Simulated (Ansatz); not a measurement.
# Zn3P: the cost of one run

Method: DFT PBE, scalar-relativistic, plane waves, PAW, in Ansatz 0.2.0.

## Step 1: The system as given

Symmetry: Pm-3m, No. 221, cubic system. Conventional cell: a = 3.873 Å, b = 3.873 Å, c = 3.873 Å, α = 90.00°, β = 90.00°, γ = 90.00°. Zn (site symmetry 4/mmm) is surrounded by 8 Zn at 2.74 Å and 4 P at 2.74 Å. P (site symmetry m-3m) is surrounded by 12 Zn at 2.74 Å.

Structure file:

```cif
data_structure
_symmetry_space_group_name_H-M 'P 1'
_symmetry_Int_Tables_number 1
_cell_length_a 3.8732
_cell_length_b 3.8732
_cell_length_c 3.8732
_cell_angle_alpha 90.000
_cell_angle_beta 90.000
_cell_angle_gamma 90.000
_cell_volume 58.11
loop_
_atom_site_label
_atom_site_type_symbol
_atom_site_fract_x
_atom_site_fract_y
_atom_site_fract_z
_atom_site_occupancy
Zn1 Zn 0.00000 0.50000 0.50000 1
Zn2 Zn 0.50000 0.00000 0.50000 1
Zn3 Zn 0.50000 0.50000 0.00000 1
P1 P 0.00000 0.00000 0.00000 1
```

This is candidate A: Cu3Au (L1_2) type (Pm-3m, No. 221).

(A quick probe on a coarse mesh, which set the mesh and smearing, is not shown.)

## Step 3: Coarse relaxation (candidate A)

File input.yaml:

```yaml
crystal:
  lattice:
    - [3.8732256922, 0.0, 0.0]
    - [0.0, 3.8732256922, 0.0]
    - [0.0, 0.0, 3.8732256922]
  atoms:
    - { symbol: Zn, position: [0.0, 0.5, 0.5] }
    - { symbol: Zn, position: [0.5, 0.0, 0.5] }
    - { symbol: Zn, position: [0.5, 0.5, 0.0] }
    - { symbol: P, position: [0.0, 0.0, 0.0] }
basis:
  ecutwfc: 420
kpoints:
  mp_grid: { grid: [4, 4, 4] }
hamiltonian:
  xc: pbe
scf:
  occupations: { method: gaussian, width: 0.1 }
  lower_state_search: "off"
output:
  forces: true
  stress: true
  eigenvalues: true
relax:
  adjacent_minimum: "off"
  f_tol: 0.04
  max_steps: 70
  cell: { stress_tol: 0.4 }
```

The run is started by

```bash
> ansatz run input.yaml --threads 1 --pin off --max-ram 2560MiB --backend cpu --events-out ev --progress --plain --runs-dir out
```

**Question.** How long does this run take on 1 thread of Intel Xeon Platinum 8259CL at 2.50GHz (Skylake/Cascade Lake), shared host, and how much memory does it need?

About 10 s, with a peak of 0.38 GiB.
